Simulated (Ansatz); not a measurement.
# C2H4Ge (SMILES C#[C][GeH3]): functionals against CCSD(T) at one geometry

Aim: energy, forces and dipole at a structure displaced at random from a GFN2-xTB minimum, from CCSD(T) and from density functionals.

Program: Ansatz 0.2.0, Gaussian basis. Level of theory: single points in def2-TZVPP. These are calculated values, not measurements.

Cores are frozen in the correlated methods. Filled d shells of the heavier atoms are correlated.

## 1. Where the work starts

7 atoms, charge 0, spin multiplicity 1.

Atoms are counted from 1 here; the program's logs count them from 0.

Bond lengths: C1–C2 1.231 Å, C1–H4 1.023 Å, C2–Ge3 1.745 Å, Ge3–H5 1.537 Å, Ge3–H6 1.434 Å, Ge3–H7 1.453 Å. Angles: C2–C1–H4 170.4°, C1–C2–Ge3 173.3°, C2–Ge3–H5 108.3°, C2–Ge3–H6 115.4°, C2–Ge3–H7 105.6°, H5–Ge3–H6 110.0°, H5–Ge3–H7 109.3°, H6–Ge3–H7 108.2°.

As a file:

```xyz
7
C2H4Ge
C    -0.75470   -1.76870    0.19440
C    -0.30890   -0.63230    0.03260
Ge    0.39880    0.96220   -0.00970
H    -1.23520   -2.67130    0.20390
H     0.13440    1.56960   -1.39680
H    -0.05150    1.86190    1.01280
H     1.82770    0.75980    0.16150
```

## 2. CCSD(T)/def2-TZVPP

Input file run/in.yaml:

```yaml
crystal:
  periodic: [false, false, false]
  atoms:
    - {symbol: C, position_ang: [-0.754700, -1.768700, 0.194400]}
    - {symbol: C, position_ang: [-0.308900, -0.632300, 0.032600]}
    - {symbol: Ge, position_ang: [0.398800, 0.962200, -0.009700]}
    - {symbol: H, position_ang: [-1.235200, -2.671300, 0.203900]}
    - {symbol: H, position_ang: [0.134400, 1.569600, -1.396800]}
    - {symbol: H, position_ang: [-0.051500, 1.861900, 1.012800]}
    - {symbol: H, position_ang: [1.827700, 0.759800, 0.161500]}
basis:
  gaussian: {orbitals: def2-TZVPP}
correlation: {method: ccsd_t}
output: {forces: true}
```

The command line of these runs was not kept.

## 3. PBE0-D4/def2-TZVPP

Edit run/in.yaml of step 2 so:

```diff
@@ -12,3 +12,3 @@
   gaussian: {orbitals: def2-TZVPP}
-correlation: {method: ccsd_t}
-output: {forces: true}
+hamiltonian: {xc: pbe0, dispersion: d4}
+output: {forces: true, orbitals: {seedname: orbitals}}
```

## 4. wB97M-V/def2-TZVPP

Edit run/in.yaml of step 3 so:

```diff
@@ -12,3 +12,3 @@
   gaussian: {orbitals: def2-TZVPP}
-hamiltonian: {xc: pbe0, dispersion: d4}
-output: {forces: true, orbitals: {seedname: orbitals}}
+hamiltonian: {xc: {name: wB97M-V}}
+output: {forces: true}
```

## 5. r2SCAN-D4/def2-TZVPP

Edit run/in.yaml of step 4 so:

```diff
@@ -12,3 +12,3 @@
   gaussian: {orbitals: def2-TZVPP}
-hamiltonian: {xc: {name: wB97M-V}}
+hamiltonian: {xc: r2scan, dispersion: d4}
 output: {forces: true}
```

## 6. PBE-D4/def2-TZVPP

Edit run/in.yaml of step 5 so:

```diff
@@ -12,3 +12,3 @@
   gaussian: {orbitals: def2-TZVPP}
-hamiltonian: {xc: r2scan, dispersion: d4}
+hamiltonian: {xc: pbe, dispersion: d4}
 output: {forces: true}
```

## 7. CAM-B3LYP-D4/def2-TZVPP

Edit run/in.yaml of step 6 so:

```diff
@@ -12,3 +12,3 @@
   gaussian: {orbitals: def2-TZVPP}
-hamiltonian: {xc: pbe, dispersion: d4}
+hamiltonian: {xc: {name: CAM-B3LYP}, dispersion: d4}
 output: {forces: true}
```

## 8. r2SCANh-D4/def2-TZVPP

Edit run/in.yaml of step 7 so:

```diff
@@ -12,3 +12,3 @@
   gaussian: {orbitals: def2-TZVPP}
-hamiltonian: {xc: {name: CAM-B3LYP}, dispersion: d4}
+hamiltonian: {xc: {name: r2SCANh}, dispersion: d4}
 output: {forces: true}
```

(Steps that only read results are left out.)

Before running it: what results should come out? Wanted: energy less free atoms, CCSD(T)/def2-TZVPP; RMS force component; RMS force error; HOMO and LUMO, PBE0-D4; T1 diagnostic.

The runs gave:

```
                                  quantity                                                                                                   value
energy less free atoms, CCSD(T)/def2-TZVPP                                                                                              -24.608 eV
                       RMS force component                                                                    1.830 to 2.265 eV/Å over the methods
                           RMS force error  PBE0-D4 0.372, wB97M-V 0.476, r2SCAN-D4 0.242, PBE-D4 0.167, CAM-B3LYP-D4 0.555, r2SCANh-D4 0.333 eV/Å
                    HOMO and LUMO, PBE0-D4                                                                                      -8.13 and -0.14 eV
                             T1 diagnostic                                                                                                   0.013
```

Against CCSD(T) the functionals' energies less atoms differ by -0.727 to -0.281 eV, PBE-D4 by -0.727 eV. A larger basis would deepen the CCSD(T) value, while the functionals are nearly converged already, so the order here is not reliable. The forces of PBE-D4 come nearest to CCSD(T), those of CAM-B3LYP-D4 are farthest. Frozen-core CCSD(T) forces in triple zeta carry basis errors of their own, and this is one geometry, so small gaps rank nothing.
